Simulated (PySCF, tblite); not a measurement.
# C₆H₈N₂O: a rotation path, then NMR shifts on frames, part 2 of 2

tblite 0.8.0 and PySCF 2.14.0. Atoms count from 0.

### Step 5. NMR shieldings: image 4, PBE0/pcSseg-1

The job: settings as JSON, then the geometry in Å.

```
{"job": {"kind": "nmr", "xc": "PBE0", "basis": "pcSseg-1", "pop": false}, "charge": 0, "multiplicity": 1}
C     -1.746100    -1.196600     0.985400
C     -1.431500     0.093500     0.845100
C     -2.340700     1.012400     1.455800
N     -3.093800     1.696400     1.979000
C     -0.313100     0.841400     0.172200
O     -0.398500     2.059800     0.139800
N      0.754800     0.205900    -0.370500
C      0.999900    -1.213700    -0.432300
C      1.835000     1.028200    -0.877700
H     -2.648900    -1.457700     1.517700
H     -1.177600    -2.024400     0.610300
H      0.124000    -1.751100    -0.788200
H      1.312100    -1.611900     0.538300
H      1.802000    -1.390500    -1.147600
H      1.992000     0.833000    -1.940200
H      1.567500     2.073700    -0.740500
H      2.755900     0.813600    -0.331300
```

Method: GIAO PBE0/pcSseg-1 NMR shielding, non-relativistic, gas phase.

Standard output:

```text
coarse grid: 14688 points
cycle   1  E = -417.3541827188  dE =  1.506e+00  |g| = 9.361e-01  |ddm| = 3.867e+00
cycle   2  E = -416.4625204284  dE =  8.917e-01  |g| = 2.255e+00  |ddm| = 3.334e+00
cycle   3  E = -417.5319510771  dE = -1.069e+00  |g| = 1.709e-01  |ddm| = 2.664e+00
cycle   4  E = -417.5361302738  dE = -4.179e-03  |g| = 1.191e-01  |ddm| = 2.288e-01
cycle   5  E = -417.5389550548  dE = -2.825e-03  |g| = 4.384e-02  |ddm| = 1.092e-01
cycle   6  E = -417.5393711073  dE = -4.161e-04  |g| = 1.425e-02  |ddm| = 4.311e-02
cycle   7  E = -417.5394071960  dE = -3.609e-05  |g| = 5.132e-03  |ddm| = 1.220e-02
cycle   8  E = -417.5394128271  dE = -5.631e-06  |g| = 1.451e-03  |ddm| = 4.395e-03
final grid: 143416 points
cycle   9  E = -417.6013183785  dE = -1.728e-05  |g| = 1.377e-02  |ddm| = 3.264e-02
cycle  10  E = -417.6012021918  dE =  1.162e-04  |g| = 2.805e-02  |ddm| = 3.338e-02
cycle  11  E = -417.6013556627  dE = -1.535e-04  |g| = 2.894e-03  |ddm| = 2.431e-02
cycle  12  E = -417.6013574429  dE = -1.780e-06  |g| = 3.254e-04  |ddm| = 2.271e-03
cycle  13  E = -417.6013574609  dE = -1.797e-08  |g| = 1.519e-04  |ddm| = 3.341e-04
cycle  14  E = -417.6013574654  dE = -4.561e-09  |g| = 6.813e-05  |ddm| = 1.625e-04
cycle  15  E = -417.6013574665  dE = -1.022e-09  |g| = 2.332e-05  |ddm| = 6.967e-05
cycle  16  E = -417.6013574666  dE = -9.618e-11  |g| = 9.827e-06  |ddm| = 2.167e-05
converged SCF energy = -417.6013574666

GIAO shielding tensors (ppm)
atom      isotropic    diamagn.    paramagn.     s11        s22        s33       span
  0 C       44.769     253.464    -208.695    -65.800     38.861    161.246    227.045
  1 C       56.724     254.871    -198.147    -43.043     87.289    125.928    168.971
  2 C       64.278     256.118    -191.841    -57.721    -44.080    294.634    352.356
  3 N      -50.574     339.446    -390.021   -198.873   -190.860    238.010    436.884
  4 C       23.832     245.561    -221.730    -65.986     44.870     92.612    158.598
  5 O     -115.745     400.086    -515.832   -432.645   -214.086    299.494    732.139
  6 N      147.764     333.417    -185.652     44.105    169.704    229.484    185.379
  7 C      148.763     248.004     -99.241    129.885    135.591    180.812     50.927
  8 C      147.680     245.209     -97.529    126.491    133.094    183.455     56.963
  9 H       24.991      27.020      -2.029     22.510     23.739     28.723      6.213
 10 H       25.368      32.578      -7.211     23.275     23.487     29.341      6.067
 11 H       28.161      32.398      -4.237     23.639     27.693     33.150      9.511
 12 H       28.399      31.027      -2.628     24.790     26.202     34.207      9.417
 13 H       28.790      30.646      -1.856     23.908     28.186     34.276     10.369
 14 H       29.228      29.453      -0.224     24.612     27.335     35.738     11.127
 15 H       26.552      30.011      -3.460     21.000     27.538     31.117     10.116
 16 H       29.215      29.295      -0.080     24.709     27.210     35.726     11.017
```

Wall time 80 s (1 thread, shared host).

This run: δ C4 163.1, C0 142.2, C1 130.2, C2 122.6, H9 6.73, H10 6.35 ppm.

### Step 6. NMR shieldings: image 6, PBE0/pcSseg-1

The job: settings as JSON, then the geometry in Å.

```
{"job": {"kind": "nmr", "xc": "PBE0", "basis": "pcSseg-1", "pop": false}, "charge": 0, "multiplicity": 1}
C     -1.289500    -0.996200     1.689000
C     -1.365200     0.089100     0.920400
C     -2.610000     0.662000     0.569900
N     -3.617100     1.113700     0.262100
C     -0.150800     0.880600     0.493300
O      0.013700     2.008200     0.913000
N      0.717600     0.255400    -0.328000
C      0.546300    -1.067500    -0.874700
C      1.950600     0.922000    -0.681600
H     -2.172900    -1.483400     2.068000
H     -0.339000    -1.418600     1.968600
H     -0.501300    -1.360300    -0.867300
H      1.125300    -1.804400    -0.308700
H      0.902000    -1.073400    -1.906200
H      2.009300     1.064600    -1.762500
H      1.967600     1.891500    -0.188000
H      2.806400     0.328900    -0.352200
```

Method: GIAO PBE0/pcSseg-1 NMR shielding, non-relativistic, gas phase.

Standard output:

```text
coarse grid: 14688 points
cycle   1  E = -417.3709432597  dE =  1.501e+00  |g| = 9.225e-01  |ddm| = 3.830e+00
cycle   2  E = -416.3285778072  dE =  1.042e+00  |g| = 2.391e+00  |ddm| = 2.977e+00
cycle   3  E = -417.5366818399  dE = -1.208e+00  |g| = 2.127e-01  |ddm| = 2.408e+00
cycle   4  E = -417.5427456713  dE = -6.064e-03  |g| = 1.576e-01  |ddm| = 3.182e-01
cycle   5  E = -417.5473589627  dE = -4.613e-03  |g| = 6.412e-02  |ddm| = 1.493e-01
cycle   6  E = -417.5482413185  dE = -8.824e-04  |g| = 1.672e-02  |ddm| = 5.860e-02
cycle   7  E = -417.5482911776  dE = -4.986e-05  |g| = 6.650e-03  |ddm| = 1.604e-02
cycle   8  E = -417.5483018563  dE = -1.068e-05  |g| = 1.633e-03  |ddm| = 6.338e-03
cycle   9  E = -417.5483024444  dE = -5.881e-07  |g| = 3.830e-04  |ddm| = 1.614e-03
final grid: 143416 points
cycle  10  E = -417.6106014609  dE = -3.056e-05  |g| = 1.162e-02  |ddm| = 3.593e-02
cycle  11  E = -417.6105301477  dE =  7.131e-05  |g| = 2.240e-02  |ddm| = 2.643e-02
cycle  12  E = -417.6106280044  dE = -9.786e-05  |g| = 2.928e-03  |ddm| = 1.919e-02
cycle  13  E = -417.6106297438  dE = -1.739e-06  |g| = 3.774e-04  |ddm| = 2.250e-03
cycle  14  E = -417.6106297611  dE = -1.723e-08  |g| = 2.499e-04  |ddm| = 4.426e-04
cycle  15  E = -417.6106297733  dE = -1.223e-08  |g| = 8.749e-05  |ddm| = 2.380e-04
cycle  16  E = -417.6106297749  dE = -1.552e-09  |g| = 1.903e-05  |ddm| = 7.521e-05
cycle  17  E = -417.6106297749  dE = -7.310e-11  |g| = 6.416e-06  |ddm| = 1.880e-05
converged SCF energy = -417.6106297749

GIAO shielding tensors (ppm)
atom      isotropic    diamagn.    paramagn.     s11        s22        s33       span
  0 C       45.219     249.793    -204.574    -78.996     47.165    167.488    246.484
  1 C       59.035     262.450    -203.414    -53.876     83.150    147.832    201.708
  2 C       65.805     257.265    -191.460    -50.337    -44.801    292.554    342.891
  3 N      -54.736     339.843    -394.578   -203.628   -194.734    234.155    437.783
  4 C       20.903     245.433    -224.530    -68.599     52.296     79.012    147.611
  5 O      -85.195     399.346    -484.540   -386.983   -191.590    322.989    709.972
  6 N      144.568     333.721    -189.153     35.764    174.986    222.955    187.192
  7 C      146.608     247.918    -101.310    126.166    134.714    178.943     52.778
  8 C      152.336     245.230     -92.894    125.519    146.675    184.814     59.295
  9 H       25.154      27.773      -2.620     21.198     25.246     29.017      7.819
 10 H       25.678      31.038      -5.360     20.983     25.530     30.521      9.538
 11 H       28.061      31.954      -3.893     23.375     29.283     31.525      8.150
 12 H       28.836      31.145      -2.309     25.105     26.346     35.055      9.949
 13 H       29.015      30.773      -1.758     24.769     27.272     35.002     10.233
 14 H       29.401      29.287       0.114     24.672     27.431     36.101     11.430
 15 H       26.869      30.024      -3.155     21.710     27.349     31.548      9.838
 16 H       29.370      29.223       0.147     24.648     27.378     36.083     11.436
```

Wall time 85 s (1 thread, shared host).

This run: δ C4 166.0, C0 141.7, C1 127.9, C2 121.1, H9 6.56, H10 6.04 ppm.

### Step 7. NMR shieldings: image 8, PBE0/pcSseg-1

The job: settings as JSON, then the geometry in Å.

```
{"job": {"kind": "nmr", "xc": "PBE0", "basis": "pcSseg-1", "pop": false}, "charge": 0, "multiplicity": 1}
C     -1.505200    -0.574200     2.262200
C     -1.240700    -0.051600     1.065700
C     -2.212600     0.013100     0.042200
N     -2.982400     0.078200    -0.805600
C      0.086000     0.619200     0.787700
O      0.499800     1.477400     1.542200
N      0.748600     0.210600    -0.312200
C      0.320500    -0.840500    -1.201300
C      1.977100     0.877000    -0.679700
H     -2.465200    -1.001900     2.499700
H     -0.752000    -0.581400     3.032000
H     -0.391400    -1.502900    -0.713900
H      1.191100    -1.429100    -1.496500
H     -0.142400    -0.428600    -2.102900
H      1.875700     1.336700    -1.664800
H      2.182500     1.646300     0.061700
H      2.803700     0.163800    -0.701300
```

Level: GIAO PBE0/pcSseg-1 NMR shielding, non-relativistic, gas phase.

Standard output:

```text
coarse grid: 14688 points
cycle   1  E = -417.3782736415  dE =  1.500e+00  |g| = 9.220e-01  |ddm| = 3.823e+00
cycle   2  E = -416.5162429912  dE =  8.620e-01  |g| = 2.245e+00  |ddm| = 3.193e+00
cycle   3  E = -417.5457059733  dE = -1.029e+00  |g| = 1.625e-01  |ddm| = 2.549e+00
cycle   4  E = -417.5502673064  dE = -4.561e-03  |g| = 9.937e-02  |ddm| = 2.212e-01
cycle   5  E = -417.5521631246  dE = -1.896e-03  |g| = 3.719e-02  |ddm| = 8.505e-02
cycle   6  E = -417.5524419918  dE = -2.789e-04  |g| = 1.316e-02  |ddm| = 3.760e-02
cycle   7  E = -417.5524743195  dE = -3.233e-05  |g| = 4.724e-03  |ddm| = 1.147e-02
cycle   8  E = -417.5524787902  dE = -4.471e-06  |g| = 1.234e-03  |ddm| = 3.867e-03
final grid: 143416 points
cycle   9  E = -417.6136576609  dE = -2.792e-05  |g| = 1.276e-02  |ddm| = 3.663e-02
cycle  10  E = -417.6135694151  dE =  8.825e-05  |g| = 2.488e-02  |ddm| = 3.037e-02
cycle  11  E = -417.6136896886  dE = -1.203e-04  |g| = 2.895e-03  |ddm| = 2.165e-02
cycle  12  E = -417.6136913946  dE = -1.706e-06  |g| = 3.573e-04  |ddm| = 2.088e-03
cycle  13  E = -417.6136914095  dE = -1.491e-08  |g| = 2.449e-04  |ddm| = 4.445e-04
cycle  14  E = -417.6136914213  dE = -1.179e-08  |g| = 9.189e-05  |ddm| = 2.447e-04
cycle  15  E = -417.6136914230  dE = -1.674e-09  |g| = 2.312e-05  |ddm| = 8.421e-05
cycle  16  E = -417.6136914231  dE = -1.154e-10  |g| = 7.657e-06  |ddm| = 2.279e-05
converged SCF energy = -417.6136914231

GIAO shielding tensors (ppm)
atom      isotropic    diamagn.    paramagn.     s11        s22        s33       span
  0 C       38.408     246.788    -208.381    -89.665     37.869    167.019    256.684
  1 C       57.517     263.899    -206.382    -58.351     78.718    152.183    210.534
  2 C       65.742     259.933    -194.191    -50.770    -44.177    292.174    342.944
  3 N      -60.370     340.778    -401.148   -200.638   -187.181    206.708    407.346
  4 C       21.553     245.210    -223.657    -68.409     52.170     80.898    149.307
  5 O      -83.326     400.807    -484.133   -362.168   -179.841    292.030    654.198
  6 N      144.774     334.079    -189.304     34.383    175.780    224.160    189.777
  7 C      146.710     248.737    -102.027    128.226    133.170    178.734     50.508
  8 C      151.664     245.397     -93.733    125.224    144.343    185.424     60.200
  9 H       25.065      27.328      -2.264     20.711     25.126     29.357      8.646
 10 H       24.878      29.552      -4.674     20.293     24.813     29.529      9.236
 11 H       28.302      32.569      -4.267     23.884     28.850     32.172      8.288
 12 H       28.962      31.040      -2.078     24.615     27.417     34.852     10.237
 13 H       28.378      31.829      -3.451     25.053     25.977     34.104      9.051
 14 H       29.274      29.447      -0.173     24.497     27.348     35.976     11.479
 15 H       26.919      30.251      -3.332     21.812     27.309     31.635      9.823
 16 H       29.469      29.446       0.023     24.831     27.430     36.145     11.313
```

It took 85 s on 1 thread, shared host.

Key values: δ C4 165.4, C0 148.5, C1 129.4, C2 121.2, H10 6.84, H9 6.65 ppm.

### Step 8. Side by side: NMR shifts

Shifts (ppm) of some atoms, chosen among heavy atoms and hydrogens apart, with basis size and wall time:

```
  frame     C0    C8   H10   H12     N3     N6     O5  functions     time
image 0  148.1  35.3  6.82  3.41  327.8  122.6  420.3        193  1.9 min
image 2  140.4  34.5  6.00  2.94  320.8  123.9  426.4        193     84 s
image 4  142.2  39.2  6.35  3.32  318.3  120.0  451.8        193     80 s
image 6  141.7  34.6  6.04  2.88  322.5  123.2  421.3        193     85 s
image 8  148.5  35.3  6.84  2.76  328.1  123.0  419.4        193     85 s
```

### Step 9. Results

What follows sums up all 2 parts.

```
                                       quantity                                               value
                                        barrier                  0.375 eV (8.6 kcal/mol) at image 4
                          end to end (GFN2-xTB)                                            0.001 eV
13C shifts against TMS (PBE0/pcSseg-1, image 0)          165.6, 148.1, 129.6, 121.1, 40.1, 35.3 ppm
 1H shifts against TMS (PBE0/pcSseg-1, image 0)  6.82, 6.64, 4.75, 3.41, 3.33, 2.77, 2.44, 2.29 ppm
15N shifts against NH3 (PBE0/pcSseg-1, image 0)                                    327.8, 122.6 ppm
17O shifts against H2O (PBE0/pcSseg-1, image 0)                                           420.3 ppm
          surface potential, 1st and 99th percentile                                  -1.74 V and 1.26 V
                       range of the shift of O5                                  419.4 to 451.8 ppm
```

**Reading.** Along the band the dihedral turns by 247°, and the top (dihedral 173°) lies 8.6 kcal/mol above the start (GFN2-xTB, rough), so at room temperature this motion is fast. The top was not checked by a frequency run. Shifts at one fixed geometry are not the observed spectrum, which averages over the motion. In the first frame run (image 0): Shielding is most anisotropic at O5 (span 656 ppm, paramagnetic term -486 ppm). By nearest atom (PBE0/pcSseg-1), the HOMO sits on N6 45 %; O5 28 % and the LUMO on C0 31 %; C1 20 %. Across the 5 runs the shift of O5 moves most, between 419.4 (image 8) and 451.8 ppm (image 4).
